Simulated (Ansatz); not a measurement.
# Cl2H2Zn: the cost of one run

All numbers below are computed with Ansatz 0.2.0 (RKS PBE-D4/def2-SVP).

## (1) Starting point

Bond lengths: Zn1–Cl2 2.590 Å, Zn1–Cl3 2.240 Å. Angles: Cl2–Zn1–Cl3 180.0°.

As a file:

```xyz
5

Zn    0.0000    0.0000    0.0000
Cl    0.0000    0.0000    2.5900
Cl    0.0000    0.0000   -2.2400
H    -1.7746    0.0000    0.5897
H    -1.5103    0.0000    1.5637
```

## (2) A restrained relaxation towards end A

Springs on the bonds that form and break draw the guess towards this end; the thresholds are loose.

input.yaml

```yaml
crystal:
  periodic: [false, false, false]
  atoms:
    - { symbol: Zn, position_ang: [0.0, 0.0, 0.0] }
    - { symbol: Cl, position_ang: [0.0, 0.0, 2.59] }
    - { symbol: Cl, position_ang: [0.0, 0.0, -2.24] }
    - { symbol: H, position_ang: [-1.7746, 0.0, 0.5897] }
    - { symbol: H, position_ang: [-1.5103, 0.0, 1.5637] }
basis:
  gaussian: { orbitals: def2-SVP }
hamiltonian:
  xc: pbe
  dispersion: d4
relax:
  f_tol: 0.15
  max_steps: 25
  restrain:
    - { distance: [0, 3], at: 2.77, k: 30.0 }
    - { distance: [4, 1], at: 2.57, k: 30.0 }
    - { distance: [0, 1], at: 2.24, k: 30.0 }
    - { distance: [4, 3], at: 0.66, k: 30.0 }
output:
  orbitals: {}
```

Command:

```console
$ ansatz run input.yaml --threads 1 --pin off --max-ram 2048MiB --backend cpu --events-out ev --progress --plain --runs-dir out
```

What time and memory should one allow on 1 thread of Arm Neoverse V1, shared host?

About 19 s, with a peak of 0.15 GiB.
